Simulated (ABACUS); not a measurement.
# HfIn4SiO6 (P312) in ABACUS: notebook

The runs below take HfIn4SiO6 through equation of state, with SCAN.

All numbers are computed with ABACUS 3.10.1; they aren't measurements. Logs are shortened: lines on timing, memory, paths and dates and some standing lists are left out, and cuts for length are marked.

## Step 1: The crystal as given

It takes space group P312 (No. 149, trigonal). The conventional cell has a = 5.277 Å, b = 5.277 Å, c = 10.559 Å, α = 90.00°, β = 90.00°, γ = 120.00°. Hf (site symmetry 32) is surrounded by 6 O at 2.10 Å. In (site symmetry 3) has 3 O at 2.62 Å as nearest neighbours. Around In (site symmetry 3) lie 3 O at 2.32 Å. Si (site symmetry 32) is surrounded by 6 O at 1.83 Å. O (site symmetry 1) is surrounded by 1 Si at 1.83 Å and 1 Hf at 2.10 Å.

The cell was built by a generator and needn't be a form met in nature.

## Step 2: Equation of state, SCAN, 19.95 Å³/atom (volume scaled by 0.94)

File run_abacus.py:

```python
"""ABACUS run from a structure file: ASE reads it, the script writes STRU, KPT and INPUT."""
import re
import subprocess
from ase.io import read
from ase.units import Bohr

atoms = read("HfIn4SiO6.cif")
atoms = atoms[(-atoms.numbers).argsort(kind="stable")]  # ABACUS lists atoms element by element
pseudo = {'Hf': 'Hf_ONCV_PBE-1.2.upf', 'In': 'In_ONCV_PBE-1.2.upf', 'Si': 'Si_ONCV_PBE-1.2.upf', 'O': 'O_ONCV_PBE-1.2.upf'}
orbital = {'Hf': 'Hf_confined-atom_8au_3s2p2d2f.orb', 'In': 'In_confined-atom_8au_2s2p2d.orb', 'Si': 'Si_confined-atom_7au_2s2p1d.orb', 'O': 'O_confined-atom_6au_2s2p1d.orb'}
magmoms = None
kmesh = [4, 4, 2]
params = {
    'suffix': 'HfIn4SiO6',
    'calculation': 'scf',
    'basis_type': 'lcao',
    'pseudo_dir': './',
    'orbital_dir': './',
    'symmetry': 1,
    'dft_functional': 'scan',
    'ecutwfc': 100,
    'pseudo_rcut': 7,
    'nspin': 1,
    'nbands': 71,
    'ks_solver': 'genelpa',
    'smearing_method': 'fd',
    'smearing_sigma': 0.00367493,
    'scf_thr': 1e-07,
    'scf_nmax': 100,
    'mixing_type': 'broyden',
    'mixing_beta': 0.7,
    'cal_force': 1,
    'cal_stress': 1,
    'mixing_tau': 1,
    'out_mul': 1,
}

symbols = atoms.get_chemical_symbols()
elements = list(dict.fromkeys(symbols))
lines = ["ATOMIC_SPECIES"] + [f"{e} {atoms.get_masses()[symbols.index(e)]:.4f} {pseudo[e]}" for e in elements]
if orbital:
    lines += ["", "NUMERICAL_ORBITAL"] + [orbital[e] for e in elements]
lines += ["", "LATTICE_CONSTANT", f"{1 / Bohr:.10f}", "", "LATTICE_VECTORS"]
lines += [" ".join(f"{x:.10f}" for x in v) for v in atoms.cell]
lines += ["", "ATOMIC_POSITIONS", "Direct"]
for e in elements:
    lines += ["", e, "0.0", str(symbols.count(e))]
    for i, p in enumerate(atoms.get_scaled_positions(wrap=False)):
        if symbols[i] == e:
            mag = "" if magmoms is None else " mag " + " ".join(str(x) for x in (magmoms[i] if isinstance(magmoms[i], list) else [magmoms[i]]))
            lines.append(" ".join(f"{x:.10f}" for x in p) + " 1 1 1" + mag)
open("STRU", "w").write("\n".join(lines) + "\n")
open("KPT", "w").write("K_POINTS\n0\nGamma\n%d %d %d 0 0 0\n" % tuple(kmesh))
open("INPUT", "w").write("INPUT_PARAMETERS\n" + "".join(f"{k:<20s}{v}\n" for k, v in params.items()))

done = subprocess.run(['mpirun', '-np', '4', 'abacus'])
if done.returncode:
    raise SystemExit(done.returncode)
log = open("OUT.HfIn4SiO6/running_scf.log").read()
print("final energy (eV):", re.findall(r"FINAL_ETOT_IS (\S+)", log))
```

File HfIn4SiO6.cif:

```cif
data_HfIn4SiO6
_cell_length_a 5.16969712
_cell_length_b 5.16970088
_cell_length_c 10.34349870
_cell_angle_alpha 90.00000000
_cell_angle_beta 90.00000000
_cell_angle_gamma 120.00003858
_space_group_name_H-M_alt 'P1'
_space_group_name_Hall 'P 1'
_space_group_IT_number 1
loop_
_space_group_symop_operation_xyz
'x,y,z'
loop_
_atom_site_label
_atom_site_type_symbol
_atom_site_symmetry_multiplicity
_atom_site_Wyckoff_symbol
_atom_site_fract_x
_atom_site_fract_y
_atom_site_fract_z
_atom_site_occupancy
Hf1 Hf 1 a 0.6666700000 0.3333300000 0.0000000000 1
In1 In 1 a 0.0000000000 0.0000000000 0.3044600000 1
In2 In 1 a 0.0000000000 0.0000000000 0.6955400000 1
In3 In 1 a 0.3333300000 0.6666700000 0.7891900000 1
In4 In 1 a 0.3333300000 0.6666700000 0.2108100000 1
Si1 Si 1 a 0.0000000000 0.0000000000 0.0000000000 1
O1 O 1 a 0.9730000000 0.7049600000 0.8997200000 1
O2 O 1 a 0.2950400000 0.0270000000 0.1002800000 1
O3 O 1 a 0.2950400000 0.2680400000 0.8997200000 1
O4 O 1 a 0.7319600000 0.7049600000 0.1002800000 1
O5 O 1 a 0.7319600000 0.0270000000 0.8997200000 1
O6 O 1 a 0.9730000000 0.2680400000 0.1002800000 1
```

Potentials or basis: SG15 ONCV 1.2 PBE, DZP LCAO (the cutoffs set its grid).

Command:

```
> OMP_NUM_THREADS=1 python run_abacus.py > log
```

running log:

```text
ABACUS v3.10.1

               Atomic-orbital Based Ab-initio Computation at UStc

 ------------------------------------------------------------------------------------

 READING GENERAL INFORMATION
                           global_out_dir = OUT.HfIn4SiO6/
                           global_in_card = INPUT
                               pseudo_dir = ./
                              orbital_dir = ./
                                    DSIZE = 4
                                    GSIZE = 1

 READING UNITCELL INFORMATION
                                    ntype = 4
                  lattice constant (Bohr) = 1.88973
              lattice constant (Angstrom) = 1

 READING ATOM TYPE 1
                               atom label = Hf
                      L=0, number of zeta = 3
                      L=1, number of zeta = 2
                      L=2, number of zeta = 2
                      L=3, number of zeta = 2
             number of atom for this type = 1

 READING ATOM TYPE 2
                               atom label = In
                      L=0, number of zeta = 2
                      L=1, number of zeta = 2
                      L=2, number of zeta = 2
             number of atom for this type = 4

 READING ATOM TYPE 3
                               atom label = Si
                      L=0, number of zeta = 2
                      L=1, number of zeta = 2
                      L=2, number of zeta = 1
             number of atom for this type = 1

 READING ATOM TYPE 4
                               atom label = O
                      L=0, number of zeta = 2
                      L=1, number of zeta = 2
                      L=2, number of zeta = 1
             number of atom for this type = 6

                        TOTAL ATOM NUMBER = 12
DIRECT COORDINATES
    atom                   x                   y                   z     mag                  vx                  vy                  vz
taud_Hf1            0.6666700000        0.3333300000        0.0000000000  0.0000        0.0000000000        0.0000000000        0.0000000000
taud_In1            0.0000000000        0.0000000000        0.3044600000  0.0000        0.0000000000        0.0000000000        0.0000000000
taud_In2            0.0000000000        0.0000000000        0.6955400000  0.0000        0.0000000000        0.0000000000        0.0000000000
taud_In3            0.3333300000        0.6666700000        0.7891900000  0.0000        0.0000000000        0.0000000000        0.0000000000
taud_In4            0.3333300000        0.6666700000        0.2108100000  0.0000        0.0000000000        0.0000000000        0.0000000000
taud_Si1            0.0000000000        0.0000000000        0.0000000000  0.0000        0.0000000000        0.0000000000        0.0000000000
[... 272 lines left out ...]
                            UnitCellTotal = 48
              Atom number in sub-FFT-grid = 12
    Local orbitals number in sub-FFT-grid = 196
                                ParaV.nnr = 169972
                                 init_chg = atomic

 LCAO ALGORITHM --------------- ION=   1  ELEC=   1--------------------------------

 Density error is 0.0943724500275
----------------------------------------------------------
     Energy           Rydberg                 eV
----------------------------------------------------------
 E_KohnSham     -1060.3644226130     -14426.9981040167
 E_Harris       -1035.3966779382     -14087.2945102311
 E_Fermi        0.6312800246         8.5890053681
----------------------------------------------------------
[... 146 lines left out ...]
 Density error is 3.3005335045e-08
----------------------------------------------------------
     Energy           Rydberg                 eV
----------------------------------------------------------
 E_KohnSham     -1061.9942428672     -14449.1729461904
 E_KS(sigma->0) -1061.9940357534     -14449.1701282614
 E_Harris       -1061.9942377459     -14449.1728765113
 E_band         -40.7123634669       -553.9201221970
 E_one_elec     -1325.4658800254     -18033.8884729292
 E_Hartree      734.3946148629       9991.9513426508
 E_xc           -135.7500060413      -1846.9735856963
 E_Ewald        -335.1725574357      -4560.2565943576
 E_entropy(-TS) -0.0004142278        -0.0056358581
 E_descf        0.0000000000         0.0000000000
 E_exx          0.0000000000         0.0000000000
 E_Fermi        0.6396500720         8.7028857055
----------------------------------------------------------

 charge density convergence is achieved
 final etot is -14449.172946 eV
 EFERMI = 8.7028857055 eV

 STATE ENERGY(eV) AND OCCUPATIONS    NSPIN == 1
 1/20 kpoint (Cartesian) = 0.0000 0.0000 0.0000 (6820 pws)
       1       -55.5598      0.0625000
       2       -24.0464      0.0625000
       3       -24.0464      0.0625000
       4       -24.0097      0.0625000
       5       -14.5169      0.0625000
       6       -12.6654      0.0625000
[... 428 lines left out ...]
      70        13.9532    3.11274e-47
      71        14.2006    2.21042e-49

[... levels at 14 further k points ...]

 correction force for each atom along direction 1 is 1.89546e-07
 correction force for each atom along direction 2 is -9.73171e-08
 correction force for each atom along direction 3 is -1.00503e-11
------------------------------------------------------------------------------------------
 TOTAL-FORCE (eV/Angstrom)
------------------------------------------------------------------------------------------
                       Hf1        -0.0006839451         0.0004104481         0.0000000000
                       In1        -0.0000529737        -0.0000029216         0.4188605382
                       In2        -0.0000226384         0.0000504068        -0.4188605379
                       In3         0.0001915957        -0.0001498528        -0.4331123970
                       In4         0.0002186171        -0.0000936229         0.4331123932
                       Si1         0.0001146357        -0.0000735880         0.0000000000
                        O1         0.1582375292        -0.4739861080        -0.3049454408
                        O2         0.4896100491         0.0999597013         0.3049475865
                        O3         0.3313270021         0.3740708013        -0.3049857376
                        O4        -0.1582953953        -0.4739782434         0.3049798759
                        O5        -0.4895023602         0.0997657054        -0.3051215323
                        O6        -0.3311421162         0.3740272737         0.3051252532
------------------------------------------------------------------------------------------

----------------------------------------------------------------
 TOTAL-STRESS (KBAR)
----------------------------------------------------------------
        31.0020069193        -0.0030048517         0.0007121941
        -0.0030048517        30.9974744976         0.0011081090
         0.0007121941         0.0011081090        40.8782903367
----------------------------------------------------------------
 TOTAL-PRESSURE: 34.292591 KBAR

 --------------------------------------------
 !FINAL_ETOT_IS -14449.1729461904305936 eV
 --------------------------------------------
```

Wall time 3.4 min (4 MPI ranks of AMD EPYC 7R43 (Zen 3), shared host); peak memory 0.92 GiB.

What came out:

```yaml
Free_energy: -14449.1729 eV
Pressure: 3.4 GPa
Largest_force: 0.585 eV/Å
Band_gap_on_the_k_mesh: 0.24 eV, indirect (least direct gap 1.75 eV)
Mulliken_charges: Hf +2.06; In +0.36, +0.58; Si +0.49; O -0.74 e
```

Caveat: the atomic orbitals were generated for these runs and aren't a published set; Mulliken charges move with the basis; the potentials were made for another functional, which shifts forces and pressure; spin-orbit coupling is left out, which moves the levels of the heavy elements; the basis of atomic orbitals isn't converged, which shifts pressures, moduli and gaps.

## Step 3: Equation of state, SCAN, 20.80 Å³/atom (volume scaled by 0.98)

run_abacus.py is that of step 2.

Edit HfIn4SiO6.cif of step 2 so:

```diff
@@ -1,5 +1,5 @@
 data_HfIn4SiO6
-_cell_length_a 5.16969712
-_cell_length_b 5.16970088
-_cell_length_c 10.34349870
+_cell_length_a 5.24200994
+_cell_length_b 5.24201376
+_cell_length_c 10.48818176
 _cell_angle_alpha 90.00000000
```

Potentials or basis: SG15 ONCV 1.2 PBE, DZP LCAO (the cutoffs set its grid).

Command:

```
> OMP_NUM_THREADS=1 python run_abacus.py > log
```

It took 3.9 min on 4 MPI ranks of AMD EPYC 7R43 (Zen 3), shared host; peak memory 0.88 GiB.

The run converged. Its results:

| Item | Value |
| --- | --- |
| Free energy | -14449.2497 eV |
| Pressure | -0.7 GPa |
| Largest force | 0.458 eV/Å |
| Band gap on the k mesh | 0.47 eV, indirect (least direct gap 1.89 eV) |
| Mulliken charges | Hf +2.01; In +0.37, +0.58; Si +0.55; O -0.74 e |

Caveat: the atomic orbitals were generated for these runs and aren't a published set; Mulliken charges move with the basis; the potentials were made for another functional, which shifts forces and pressure; spin-orbit coupling is left out, which moves the levels of the heavy elements; the basis of atomic orbitals isn't converged, which shifts pressures, moduli and gaps.

## Step 4: Equation of state, SCAN, 21.65 Å³/atom (volume scaled by 1.02)

run_abacus.py is that of step 3.

Edit HfIn4SiO6.cif of step 3 so:

```diff
@@ -1,5 +1,5 @@
 data_HfIn4SiO6
-_cell_length_a 5.24200994
-_cell_length_b 5.24201376
-_cell_length_c 10.48818176
+_cell_length_a 5.31238089
+_cell_length_b 5.31238476
+_cell_length_c 10.62897952
 _cell_angle_alpha 90.00000000
```

Command:

```
> OMP_NUM_THREADS=1 python run_abacus.py > log
```

Wall time 3.9 min (4 MPI ranks of AMD EPYC 7R43 (Zen 3), shared host); peak memory 0.92 GiB.

It converged, with:

* Free energy: -14449.1012 eV
* Pressure: -3.9 GPa
* Largest force: 0.594 eV/Å
* Band gap on the k mesh: 0.68 eV, indirect (least direct gap 2.02 eV)
* Mulliken charges: Hf +1.97; In +0.38, +0.57; Si +0.62; O -0.75 e

Caveat: the atomic orbitals were generated for these runs and aren't a published set; Mulliken charges move with the basis; the potentials were made for another functional, which shifts forces and pressure; spin-orbit coupling is left out, which moves the levels of the heavy elements; the basis of atomic orbitals isn't converged, which shifts pressures, moduli and gaps.

## Step 5: Equation of state, SCAN, 22.50 Å³/atom (volume scaled by 1.06)

run_abacus.py is that of step 4.

Edit HfIn4SiO6.cif of step 4 so:

```diff
@@ -1,5 +1,5 @@
 data_HfIn4SiO6
-_cell_length_a 5.31238089
-_cell_length_b 5.31238476
-_cell_length_c 10.62897952
+_cell_length_a 5.38093530
+_cell_length_b 5.38093922
+_cell_length_c 10.76614277
 _cell_angle_alpha 90.00000000
```

Command:

```
> OMP_NUM_THREADS=1 python run_abacus.py > log
```

Run time: 4.8 min. Hardware: 4 MPI ranks of AMD EPYC 7R43 (Zen 3), shared host; peak memory 1 GiB.

Results (log left out):

* Free energy: -14448.7522 eV
* Pressure: -6.5 GPa
* Largest force: 0.732 eV/Å
* Band gap on the k mesh: 0.86 eV, indirect (least direct gap 2.12 eV)
* Mulliken charges: Hf +1.93; In +0.39, +0.56; Si +0.68; O -0.75 e

Caveat: the atomic orbitals were generated for these runs and aren't a published set; Mulliken charges move with the basis; the potentials were made for another functional, which shifts forces and pressure; spin-orbit coupling is left out, which moves the levels of the heavy elements; the basis of atomic orbitals isn't converged, which shifts pressures, moduli and gaps.

## Step 6: Equation of state, SCAN

Potentials or basis: SG15 ONCV 1.2 PBE, DZP LCAO (the cutoffs set its grid).

This step only gathers the single runs of the series.

Results:

* Equilibrium volume: 20.65 Å³/atom (rough: see the caveat)
* Bulk modulus at fixed shape and positions: 88 GPa (rough)

Energy against volume, from the lowest point:
```
volume (Å³/atom)  energy (meV/atom)
          19.950               6.40
          20.799               0.00
          21.648              12.37
          22.497              41.46
```

Caveat: the atomic orbitals were generated for these runs and aren't a published set; the fit is doubtful: noisy points or a state that changes with volume; the cell was scaled at fixed shape and fractional positions, which overstates the stiffness of a crystal with free parameters, most of all of layers and chains; the potentials were made for another functional, which shifts forces and pressure; the basis of atomic orbitals isn't converged, which shifts pressures, moduli and gaps. The run has no spin-orbit coupling, so splittings on Hf are missing.
